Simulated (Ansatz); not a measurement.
# La3Ni2O7: the cost of one run

Program: Ansatz 0.2.0. Level of theory: DFT, PAW plane waves, r2scan+U. These are calculated values, not measurements.

2 further runs of the same task are left out: 2 for a known fault of the program. Runs told in other sessions of the task aren't counted.

## 1. The system as given

It takes space group Cmcm (No. 63, orthorhombic). The conventional cell has a = 20.518 Å, b = 5.449 Å, c = 5.393 Å, α = 90.00°, β = 90.00°, γ = 90.00°. La (site symmetry m2m) has 7 O at 2.50 to 2.71 Å in its first shell of neighbours. La (site symmetry m) has 8 O at 2.37 to 2.74 Å in its first shell of neighbours. Around Ni (site symmetry m) lie 6 O at 1.91 to 2.23 Å. O (site symmetry m) is surrounded by 1 Ni at 2.23 Å and 2 La at 2.37 to 2.54 Å. O (site symmetry 2) is surrounded by 2 Ni at 1.94 Å and 4 La at 2.63 to 2.67 Å. Around O (site symmetry 2) lie 2 Ni at 1.91 Å and 2 La at 2.51 Å. O (site symmetry m2m) has 2 Ni at 1.97 Å and 3 La at 2.50 to 2.71 Å in its first shell of neighbours.

As a file:

```cif
data_structure
_symmetry_space_group_name_H-M 'P 1'
_symmetry_Int_Tables_number 1
_cell_length_a 10.6148
_cell_length_b 10.6148
_cell_length_c 5.3928
_cell_angle_alpha 90.000
_cell_angle_beta 90.000
_cell_angle_gamma 29.743
_cell_volume 301.45
loop_
_atom_site_label
_atom_site_type_symbol
_atom_site_fract_x
_atom_site_fract_y
_atom_site_fract_z
_atom_site_occupancy
La1 La 0.24660 0.75340 0.75000 1
La2 La 0.75340 0.24660 0.25000 1
La3 La 0.05896 0.57876 0.75000 1
La4 La 0.57876 0.05896 0.25000 1
La5 La 0.94104 0.42124 0.25000 1
La6 La 0.42124 0.94104 0.75000 1
Ni1 Ni 0.84088 0.35048 0.75000 1
Ni2 Ni 0.35048 0.84088 0.25000 1
Ni3 Ni 0.15912 0.64952 0.25000 1
Ni4 Ni 0.64952 0.15912 0.75000 1
O1 O 0.98490 0.42270 0.75000 1
O2 O 0.42270 0.98490 0.25000 1
O3 O 0.01510 0.57730 0.25000 1
O4 O 0.57730 0.01510 0.75000 1
O5 O 0.08837 0.08837 0.50000 1
O6 O 0.91163 0.91163 0.00000 1
O7 O 0.91163 0.91163 0.50000 1
O8 O 0.08837 0.08837 0.00000 1
O9 O 0.60442 0.60442 0.00000 1
O10 O 0.39558 0.39558 0.50000 1
O11 O 0.39558 0.39558 0.00000 1
O12 O 0.60442 0.60442 0.50000 1
O13 O 0.70620 0.29380 0.75000 1
O14 O 0.29380 0.70620 0.25000 1
```

## 2. A run

input.yaml reads:

```yaml
crystal:
  lattice:
    - [10.259245, -2.72428, 0.0]
    - [10.259245, 2.72428, 0.0]
    - [0.0, 0.0, 5.39283]
  atoms:
    - { symbol: La, position: [0.2466, 0.7534, 0.75] }
    - { symbol: La, position: [0.7534, 0.2466, 0.25] }
    - { symbol: La, position: [0.05896, 0.57876, 0.75] }
    - { symbol: La, position: [0.57876, 0.05896, 0.25] }
    - { symbol: La, position: [0.94104, 0.42124, 0.25] }
    - { symbol: La, position: [0.42124, 0.94104, 0.75] }
    - { symbol: Ni, position: [0.84088, 0.35048, 0.75], spin: 2.0 }
    - { symbol: Ni, position: [0.35048, 0.84088, 0.25], spin: 2.0 }
    - { symbol: Ni, position: [0.15912, 0.64952, 0.25], spin: 2.0 }
    - { symbol: Ni, position: [0.64952, 0.15912, 0.75], spin: 2.0 }
    - { symbol: O, position: [0.9849, 0.4227, 0.75] }
    - { symbol: O, position: [0.4227, 0.9849, 0.25] }
    - { symbol: O, position: [0.0151, 0.5773, 0.25] }
    - { symbol: O, position: [0.5773, 0.0151, 0.75] }
    - { symbol: O, position: [0.08837, 0.08837, 0.5] }
    - { symbol: O, position: [0.91163, 0.91163, 0.0] }
    - { symbol: O, position: [0.91163, 0.91163, 0.5] }
    - { symbol: O, position: [0.08837, 0.08837, 0.0] }
    - { symbol: O, position: [0.60442, 0.60442, 0.0] }
    - { symbol: O, position: [0.39558, 0.39558, 0.5] }
    - { symbol: O, position: [0.39558, 0.39558, 0.0] }
    - { symbol: O, position: [0.60442, 0.60442, 0.5] }
    - { symbol: O, position: [0.7062, 0.2938, 0.75] }
    - { symbol: O, position: [0.2938, 0.7062, 0.25] }
  symmetry: { tolerance: 0.0003 }
hamiltonian:
  xc: r2scan
  pseudopotentials: { kind: paw, azcp: { folder: soft_1 } }
  hubbard: { sites: [{ species: Ni, l: d, u_eff: 2.5 }] }
basis:
  ecutwfc: 500
magnetization:
  spin_polarized: true
scf:
  occupations: { method: fermi_dirac, width: 0.05 }
kpoints:
  mp_grid: { grid: [4, 4, 4], shift: [0, 0, 0] }
output:
  forces: true
  stress: true
  eigenvalues: true
```

Run with:

```
> ansatz run input.yaml --threads 6 --pin off --max-ram 14336MiB --backend cpu --events-out ev --progress --plain --runs-dir out
```

What time and memory should one allow on 6 threads of AMD EPYC 9R45 (Zen 5), shared host?

About 45 s, with a peak of 5.1 GiB.
